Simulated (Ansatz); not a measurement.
# Zn62GaO64: the cost of one run

Computed with Ansatz 0.2.0 (DFT PBE, scalar-relativistic, plane waves, PAW, unless a step's input says otherwise).

### Step 1. The structure to begin with

The structure is triclinic, space group P1 (No. 1). The conventional cell has a = 10.588 Å, b = 13.118 Å, c = 13.118 Å, α = 120.00°, β = 90.00°, γ = 90.00°. Zn (site symmetry 1) has 4 O at 2.00 to 2.01 Å as nearest neighbours. Only part of the 127 independent sites is listed.

The input asks for a charge of -1 e on the cell.

Coordinates:

```
CELL_PARAMETERS angstrom
13.11790 0.00000 0.00000
-6.55895 11.36044 0.00000
0.00000 0.00000 10.58753
ATOMIC_POSITIONS crystal
Zn 0.08333 0.16667 0.74998
Zn 0.08333 0.41667 0.24998
Zn 0.08333 0.41667 0.74998
Zn 0.08333 0.66667 0.24998
Zn 0.08333 0.66667 0.74998
Zn 0.08333 0.91667 0.24998
Zn 0.08333 0.91667 0.74998
Zn 0.33333 0.16667 0.24998
Zn 0.33333 0.16667 0.74998
Zn 0.33333 0.41667 0.24998
Zn 0.33333 0.41667 0.74998
Zn 0.33333 0.66667 0.24998
Zn 0.33333 0.66667 0.74998
Zn 0.33333 0.91667 0.24998
Zn 0.33333 0.91667 0.74998
Zn 0.58333 0.16667 0.24998
Zn 0.58333 0.16667 0.74998
Zn 0.58333 0.41667 0.24998
Zn 0.58333 0.41667 0.74998
Zn 0.58333 0.66667 0.24998
Zn 0.58333 0.66667 0.74998
Zn 0.58333 0.91667 0.24998
Zn 0.58333 0.91667 0.74998
Zn 0.83333 0.16667 0.24998
Zn 0.83333 0.16667 0.74998
Zn 0.83333 0.41667 0.24998
Zn 0.83333 0.41667 0.74998
Zn 0.83333 0.66667 0.24998
Zn 0.83333 0.66667 0.74998
Zn 0.83333 0.91667 0.24998
Zn 0.83333 0.91667 0.74998
Zn 0.16667 0.08333 0.49998
Zn 0.16667 0.08333 0.99998
Zn 0.16667 0.33333 0.49998
Zn 0.16667 0.33333 0.99998
Ga 0.16667 0.58333 0.49998
Zn 0.16667 0.58333 0.99998
Zn 0.16667 0.83333 0.49998
Zn 0.16667 0.83333 0.99998
Zn 0.41667 0.08333 0.49998
Zn 0.41667 0.08333 0.99998
Zn 0.41667 0.33333 0.49998
Zn 0.41667 0.33333 0.99998
Zn 0.41667 0.58333 0.49998
Zn 0.41667 0.58333 0.99998
Zn 0.41667 0.83333 0.49998
Zn 0.41667 0.83333 0.99998
Zn 0.66667 0.08333 0.49998
Zn 0.66667 0.08333 0.99998
Zn 0.66667 0.33333 0.49998
Zn 0.66667 0.33333 0.99998
Zn 0.66667 0.58333 0.49998
Zn 0.66667 0.58333 0.99998
Zn 0.66667 0.83333 0.49998
Zn 0.66667 0.83333 0.99998
Zn 0.91667 0.08333 0.49998
Zn 0.91667 0.08333 0.99998
Zn 0.91667 0.33333 0.49998
Zn 0.91667 0.33333 0.99998
Zn 0.91667 0.58333 0.49998
Zn 0.91667 0.58333 0.99998
Zn 0.91667 0.83333 0.49998
Zn 0.91667 0.83333 0.99998
O 0.16667 0.08333 0.18952
O 0.16667 0.08333 0.68952
O 0.16667 0.33333 0.18952
O 0.16667 0.33333 0.68952
O 0.16667 0.58333 0.18952
O 0.16667 0.58333 0.68952
O 0.16667 0.83333 0.18952
O 0.16667 0.83333 0.68952
O 0.41667 0.08333 0.18952
O 0.41667 0.08333 0.68952
O 0.41667 0.33333 0.18952
O 0.41667 0.33333 0.68952
O 0.41667 0.58333 0.18952
O 0.41667 0.58333 0.68952
O 0.41667 0.83333 0.18952
O 0.41667 0.83333 0.68952
O 0.66667 0.08333 0.18952
O 0.66667 0.08333 0.68952
O 0.66667 0.33333 0.18952
O 0.66667 0.33333 0.68952
O 0.66667 0.58333 0.18952
O 0.66667 0.58333 0.68952
O 0.66667 0.83333 0.18952
O 0.66667 0.83333 0.68952
O 0.91667 0.08333 0.18952
O 0.91667 0.08333 0.68952
O 0.91667 0.33333 0.18952
O 0.91667 0.33333 0.68952
O 0.91667 0.58333 0.18952
O 0.91667 0.58333 0.68952
O 0.91667 0.83333 0.18952
O 0.91667 0.83333 0.68952
O 0.08333 0.16667 0.43952
O 0.08333 0.16667 0.93952
O 0.08333 0.41667 0.43952
O 0.08333 0.41667 0.93952
O 0.08333 0.66667 0.43952
O 0.08333 0.66667 0.93952
O 0.08333 0.91667 0.43952
O 0.08333 0.91667 0.93952
O 0.33333 0.16667 0.43952
O 0.33333 0.16667 0.93952
O 0.33333 0.41667 0.43952
O 0.33333 0.41667 0.93952
O 0.33333 0.66667 0.43952
O 0.33333 0.66667 0.93952
O 0.33333 0.91667 0.43952
O 0.33333 0.91667 0.93952
O 0.58333 0.16667 0.43952
O 0.58333 0.16667 0.93952
O 0.58333 0.41667 0.43952
O 0.58333 0.41667 0.93952
O 0.58333 0.66667 0.43952
O 0.58333 0.66667 0.93952
O 0.58333 0.91667 0.43952
O 0.58333 0.91667 0.93952
O 0.83333 0.16667 0.43952
O 0.83333 0.16667 0.93952
O 0.83333 0.41667 0.43952
O 0.83333 0.41667 0.93952
O 0.83333 0.66667 0.43952
O 0.83333 0.66667 0.93952
O 0.83333 0.91667 0.43952
O 0.83333 0.91667 0.93952
```

The structure rests on a cell from the Crystallography Open Database, changed: atom 37 becomes Ga; 1 atom is removed.

### Step 2. Relaxing the atoms: Zn62GaO64 defect cell, no spin, charge -1

It takes the final geometry of an earlier run: atom 37 becomes Ga; 1 atom is removed.

Input file input.yaml:

```yaml
crystal:
  lattice:
    - [13.1179042887, 0.0, 0.0]
    - [-6.5589521444, 11.3604383584, 0.0]
    - [0.0, 0.0, 10.5875275229]
  atoms:
    - { symbol: Zn, position: [0.0833333333, 0.1666666667, 0.7499846395] }
    - { symbol: Zn, position: [0.0833333333, 0.4166666667, 0.2499846395] }
    - { symbol: Zn, position: [0.0833333333, 0.4166666667, 0.7499846395] }
    - { symbol: Zn, position: [0.0833333333, 0.6666666667, 0.2499846395] }
    - { symbol: Zn, position: [0.0833333333, 0.6666666667, 0.7499846395] }
    - { symbol: Zn, position: [0.0833333333, 0.9166666667, 0.2499846395] }
    - { symbol: Zn, position: [0.0833333333, 0.9166666667, 0.7499846395] }
    - { symbol: Zn, position: [0.3333333333, 0.1666666667, 0.2499846395] }
    - { symbol: Zn, position: [0.3333333333, 0.1666666667, 0.7499846395] }
    - { symbol: Zn, position: [0.3333333333, 0.4166666667, 0.2499846395] }
    - { symbol: Zn, position: [0.3333333333, 0.4166666667, 0.7499846395] }
    - { symbol: Zn, position: [0.3333333333, 0.6666666667, 0.2499846395] }
    - { symbol: Zn, position: [0.3333333333, 0.6666666667, 0.7499846395] }
    - { symbol: Zn, position: [0.3333333333, 0.9166666667, 0.2499846395] }
    - { symbol: Zn, position: [0.3333333333, 0.9166666667, 0.7499846395] }
    - { symbol: Zn, position: [0.5833333333, 0.1666666667, 0.2499846395] }
    - { symbol: Zn, position: [0.5833333333, 0.1666666667, 0.7499846395] }
    - { symbol: Zn, position: [0.5833333333, 0.4166666667, 0.2499846395] }
    - { symbol: Zn, position: [0.5833333333, 0.4166666667, 0.7499846395] }
    - { symbol: Zn, position: [0.5833333333, 0.6666666667, 0.2499846395] }
    - { symbol: Zn, position: [0.5833333333, 0.6666666667, 0.7499846395] }
    - { symbol: Zn, position: [0.5833333333, 0.9166666667, 0.2499846395] }
    - { symbol: Zn, position: [0.5833333333, 0.9166666667, 0.7499846395] }
    - { symbol: Zn, position: [0.8333333333, 0.1666666667, 0.2499846395] }
    - { symbol: Zn, position: [0.8333333333, 0.1666666667, 0.7499846395] }
    - { symbol: Zn, position: [0.8333333333, 0.4166666667, 0.2499846395] }
    - { symbol: Zn, position: [0.8333333333, 0.4166666667, 0.7499846395] }
    - { symbol: Zn, position: [0.8333333333, 0.6666666667, 0.2499846395] }
    - { symbol: Zn, position: [0.8333333333, 0.6666666667, 0.7499846395] }
    - { symbol: Zn, position: [0.8333333333, 0.9166666667, 0.2499846395] }
    - { symbol: Zn, position: [0.8333333333, 0.9166666667, 0.7499846395] }
    - { symbol: Zn, position: [0.1666666667, 0.0833333333, 0.4999846395] }
    - { symbol: Zn, position: [0.1666666667, 0.0833333333, 0.9999846395] }
    - { symbol: Zn, position: [0.1666666667, 0.3333333333, 0.4999846395] }
    - { symbol: Zn, position: [0.1666666667, 0.3333333333, 0.9999846395] }
    - { symbol: Ga, position: [0.1666666667, 0.5833333333, 0.4999846395] }
    - { symbol: Zn, position: [0.1666666667, 0.5833333333, 0.9999846395] }
    - { symbol: Zn, position: [0.1666666667, 0.8333333333, 0.4999846395] }
    - { symbol: Zn, position: [0.1666666667, 0.8333333333, 0.9999846395] }
    - { symbol: Zn, position: [0.4166666667, 0.0833333333, 0.4999846395] }
    - { symbol: Zn, position: [0.4166666667, 0.0833333333, 0.9999846395] }
    - { symbol: Zn, position: [0.4166666667, 0.3333333333, 0.4999846395] }
    - { symbol: Zn, position: [0.4166666667, 0.3333333333, 0.9999846395] }
    - { symbol: Zn, position: [0.4166666667, 0.5833333333, 0.4999846395] }
    - { symbol: Zn, position: [0.4166666667, 0.5833333333, 0.9999846395] }
    - { symbol: Zn, position: [0.4166666667, 0.8333333333, 0.4999846395] }
    - { symbol: Zn, position: [0.4166666667, 0.8333333333, 0.9999846395] }
    - { symbol: Zn, position: [0.6666666667, 0.0833333333, 0.4999846395] }
    - { symbol: Zn, position: [0.6666666667, 0.0833333333, 0.9999846395] }
    - { symbol: Zn, position: [0.6666666667, 0.3333333333, 0.4999846395] }
    - { symbol: Zn, position: [0.6666666667, 0.3333333333, 0.9999846395] }
    - { symbol: Zn, position: [0.6666666667, 0.5833333333, 0.4999846395] }
    - { symbol: Zn, position: [0.6666666667, 0.5833333333, 0.9999846395] }
    - { symbol: Zn, position: [0.6666666667, 0.8333333333, 0.4999846395] }
    - { symbol: Zn, position: [0.6666666667, 0.8333333333, 0.9999846395] }
    - { symbol: Zn, position: [0.9166666667, 0.0833333333, 0.4999846395] }
    - { symbol: Zn, position: [0.9166666667, 0.0833333333, 0.9999846395] }
    - { symbol: Zn, position: [0.9166666667, 0.3333333333, 0.4999846395] }
    - { symbol: Zn, position: [0.9166666667, 0.3333333333, 0.9999846395] }
    - { symbol: Zn, position: [0.9166666667, 0.5833333333, 0.4999846395] }
    - { symbol: Zn, position: [0.9166666667, 0.5833333333, 0.9999846395] }
    - { symbol: Zn, position: [0.9166666667, 0.8333333333, 0.4999846395] }
    - { symbol: Zn, position: [0.9166666667, 0.8333333333, 0.9999846395] }
    - { symbol: O, position: [0.1666666667, 0.0833333333, 0.1895203605] }
    - { symbol: O, position: [0.1666666667, 0.0833333333, 0.6895203605] }
    - { symbol: O, position: [0.1666666667, 0.3333333333, 0.1895203605] }
    - { symbol: O, position: [0.1666666667, 0.3333333333, 0.6895203605] }
    - { symbol: O, position: [0.1666666667, 0.5833333333, 0.1895203605] }
    - { symbol: O, position: [0.1666666667, 0.5833333333, 0.6895203605] }
    - { symbol: O, position: [0.1666666667, 0.8333333333, 0.1895203605] }
    - { symbol: O, position: [0.1666666667, 0.8333333333, 0.6895203605] }
    - { symbol: O, position: [0.4166666667, 0.0833333333, 0.1895203605] }
    - { symbol: O, position: [0.4166666667, 0.0833333333, 0.6895203605] }
    - { symbol: O, position: [0.4166666667, 0.3333333333, 0.1895203605] }
    - { symbol: O, position: [0.4166666667, 0.3333333333, 0.6895203605] }
    - { symbol: O, position: [0.4166666667, 0.5833333333, 0.1895203605] }
    - { symbol: O, position: [0.4166666667, 0.5833333333, 0.6895203605] }
    - { symbol: O, position: [0.4166666667, 0.8333333333, 0.1895203605] }
    - { symbol: O, position: [0.4166666667, 0.8333333333, 0.6895203605] }
    - { symbol: O, position: [0.6666666667, 0.0833333333, 0.1895203605] }
    - { symbol: O, position: [0.6666666667, 0.0833333333, 0.6895203605] }
    - { symbol: O, position: [0.6666666667, 0.3333333333, 0.1895203605] }
    - { symbol: O, position: [0.6666666667, 0.3333333333, 0.6895203605] }
    - { symbol: O, position: [0.6666666667, 0.5833333333, 0.1895203605] }
    - { symbol: O, position: [0.6666666667, 0.5833333333, 0.6895203605] }
    - { symbol: O, position: [0.6666666667, 0.8333333333, 0.1895203605] }
    - { symbol: O, position: [0.6666666667, 0.8333333333, 0.6895203605] }
    - { symbol: O, position: [0.9166666667, 0.0833333333, 0.1895203605] }
    - { symbol: O, position: [0.9166666667, 0.0833333333, 0.6895203605] }
    - { symbol: O, position: [0.9166666667, 0.3333333333, 0.1895203605] }
    - { symbol: O, position: [0.9166666667, 0.3333333333, 0.6895203605] }
    - { symbol: O, position: [0.9166666667, 0.5833333333, 0.1895203605] }
    - { symbol: O, position: [0.9166666667, 0.5833333333, 0.6895203605] }
    - { symbol: O, position: [0.9166666667, 0.8333333333, 0.1895203605] }
    - { symbol: O, position: [0.9166666667, 0.8333333333, 0.6895203605] }
    - { symbol: O, position: [0.0833333333, 0.1666666667, 0.4395203605] }
    - { symbol: O, position: [0.0833333333, 0.1666666667, 0.9395203605] }
    - { symbol: O, position: [0.0833333333, 0.4166666667, 0.4395203605] }
    - { symbol: O, position: [0.0833333333, 0.4166666667, 0.9395203605] }
    - { symbol: O, position: [0.0833333333, 0.6666666667, 0.4395203605] }
    - { symbol: O, position: [0.0833333333, 0.6666666667, 0.9395203605] }
    - { symbol: O, position: [0.0833333333, 0.9166666667, 0.4395203605] }
    - { symbol: O, position: [0.0833333333, 0.9166666667, 0.9395203605] }
    - { symbol: O, position: [0.3333333333, 0.1666666667, 0.4395203605] }
    - { symbol: O, position: [0.3333333333, 0.1666666667, 0.9395203605] }
    - { symbol: O, position: [0.3333333333, 0.4166666667, 0.4395203605] }
    - { symbol: O, position: [0.3333333333, 0.4166666667, 0.9395203605] }
    - { symbol: O, position: [0.3333333333, 0.6666666667, 0.4395203605] }
    - { symbol: O, position: [0.3333333333, 0.6666666667, 0.9395203605] }
    - { symbol: O, position: [0.3333333333, 0.9166666667, 0.4395203605] }
    - { symbol: O, position: [0.3333333333, 0.9166666667, 0.9395203605] }
    - { symbol: O, position: [0.5833333333, 0.1666666667, 0.4395203605] }
    - { symbol: O, position: [0.5833333333, 0.1666666667, 0.9395203605] }
    - { symbol: O, position: [0.5833333333, 0.4166666667, 0.4395203605] }
    - { symbol: O, position: [0.5833333333, 0.4166666667, 0.9395203605] }
    - { symbol: O, position: [0.5833333333, 0.6666666667, 0.4395203605] }
    - { symbol: O, position: [0.5833333333, 0.6666666667, 0.9395203605] }
    - { symbol: O, position: [0.5833333333, 0.9166666667, 0.4395203605] }
    - { symbol: O, position: [0.5833333333, 0.9166666667, 0.9395203605] }
    - { symbol: O, position: [0.8333333333, 0.1666666667, 0.4395203605] }
    - { symbol: O, position: [0.8333333333, 0.1666666667, 0.9395203605] }
    - { symbol: O, position: [0.8333333333, 0.4166666667, 0.4395203605] }
    - { symbol: O, position: [0.8333333333, 0.4166666667, 0.9395203605] }
    - { symbol: O, position: [0.8333333333, 0.6666666667, 0.4395203605] }
    - { symbol: O, position: [0.8333333333, 0.6666666667, 0.9395203605] }
    - { symbol: O, position: [0.8333333333, 0.9166666667, 0.4395203605] }
    - { symbol: O, position: [0.8333333333, 0.9166666667, 0.9395203605] }
total_charge: -1
scf:
  occupations: { method: gaussian, width: 0.02 }
output:
  forces: true
  stress: false
  eigenvalues: true
hamiltonian:
  xc: pbe
kpoints:
  mp_grid: { grid: [1, 1, 1] }
relax:
  f_tol: 0.02
  adjacent_minimum: "off"
```

Command:

```bash
$ ansatz run input.yaml --threads 8 --pin off --max-ram 24576MiB --backend cpu --events-out ev --progress --plain --runs-dir out
```

Q: Estimate wall time and peak memory on 8 threads of AMD EPYC 7R43 (Zen 3), shared host.

About 1.9 min, with a peak of 3.1 GiB.
